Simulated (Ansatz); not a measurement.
# ZrH: equation of state

An exercise on one series of results from a longer session: the logs are not shown, and one member is left open.

Computed with Ansatz 0.2.0 (DFT PBEsol, scalar-relativistic, unless a step's input says otherwise).

**The system as given**

It takes space group P4_2/mmc (No. 131, tetragonal). The conventional cell has a = 3.243 Å, b = 3.243 Å, c = 4.948 Å, α = 90.00°, β = 90.00°, γ = 90.00°. Zr (site symmetry mmm) has 4 H at 2.04 Å in its first shell of neighbours. Around H (site symmetry -4m2) lie 4 Zr at 2.04 Å.

Coordinates:

```cif
data_structure
_symmetry_space_group_name_H-M 'P 1'
_symmetry_Int_Tables_number 1
_cell_length_a 3.2428
_cell_length_b 3.2428
_cell_length_c 4.9480
_cell_angle_alpha 90.000
_cell_angle_beta 90.000
_cell_angle_gamma 90.000
_cell_volume 52.03
loop_
_atom_site_label
_atom_site_type_symbol
_atom_site_fract_x
_atom_site_fract_y
_atom_site_fract_z
_atom_site_occupancy
Zr1 Zr 0.00000 0.50000 0.00000 1
Zr2 Zr 0.50000 0.00000 0.50000 1
H1 H 0.00000 0.00000 0.75000 1
H2 H 0.00000 0.00000 0.25000 1
```

Atoms are numbered in the order of the input: Zr1, Zr2, H3, H4.

Set-up of the first run:

input.yaml

```yaml
crystal:
  lattice:
    - [3.1989648166, 0.0, 0.0]
    - [0.0, 3.1989648166, 0.0]
    - [0.0, 0.0, 4.8811269375]
  atoms:
    - { symbol: Zr, position: [0.0, 0.5, 0.0] }
    - { symbol: Zr, position: [0.5, 0.0, 0.5] }
    - { symbol: H, position: [0.0, 0.0, 0.75] }
    - { symbol: H, position: [0.0, 0.0, 0.25] }
kpoints:
  mp_grid: { grid: [9, 9, 6] }
  band_path:
    path:
      - [0.0, 0.0, 0.0]
      - [0.0, 0.5, 0.0]
      - [0.5, 0.5, 0.0]
      - [0.0, 0.0, 0.0]
      - [0.0, 0.0, 0.5]
      - [0.0, 0.5, 0.5]
      - [0.5, 0.5, 0.5]
      - [0.0, 0.0, 0.5]
      - [0.0, 0.5, 0.0]
    npoints: 5
scf:
  occupations: { method: fermi_dirac, width: 0.02 }
hamiltonian:
  xc: pbesol
  pseudopotentials: { kind: all_electron, lapw: { basis_error: 0.0005 } }
output:
  forces: true
  stress: true
  eigenvalues: true
```

On the command line:

```sh
> ansatz run input.yaml --threads 1 --pin off --max-ram 4096MiB --backend cpu --events-out ev --progress --plain --runs-dir out
```

Steps of the session up to this table: Volume × 0.96, LAPW; Volume × 0.96, PAW; Volume × 0.96, crystal datasets; Volume × 0.99, LAPW; Volume × 0.99, PAW; Volume × 0.99, crystal datasets; Volume × 1.02, LAPW; Volume × 1.02, PAW; Volume × 1.02, crystal datasets; Volume × 1.06, LAPW; Volume × 1.06, PAW; Volume × 1.06, crystal datasets.

One table of the session follows, with a row left open; its other results are not shown here.

```
          method  volume (Å³/atom)  pressure (GPa)
            LAPW            12.488            2.43
            LAPW            12.878           -1.39
            LAPW            13.268           -4.72
            LAPW            13.788               ?
             PAW            12.488            2.41
             PAW            12.878           -1.41
             PAW            13.268           -4.74
             PAW            13.788           -8.50
crystal datasets            12.488            2.43
crystal datasets            12.878           -1.39
crystal datasets            13.268           -4.72
crystal datasets            13.788           -8.48
```

**Question.** Estimate the row for LAPW, 13.788.

**Answer.** pressure (GPa): -8.47. In the column «pressure (GPa)» it lies between crystal datasets, 13.788 (-8.48) and PAW, 13.268 (-4.74).

Caveats from the session: Shape and positions are held, so a fully relaxed modulus can be lower. Warnings in the runs' records: gradients without spin orbit, crystal datasets made.
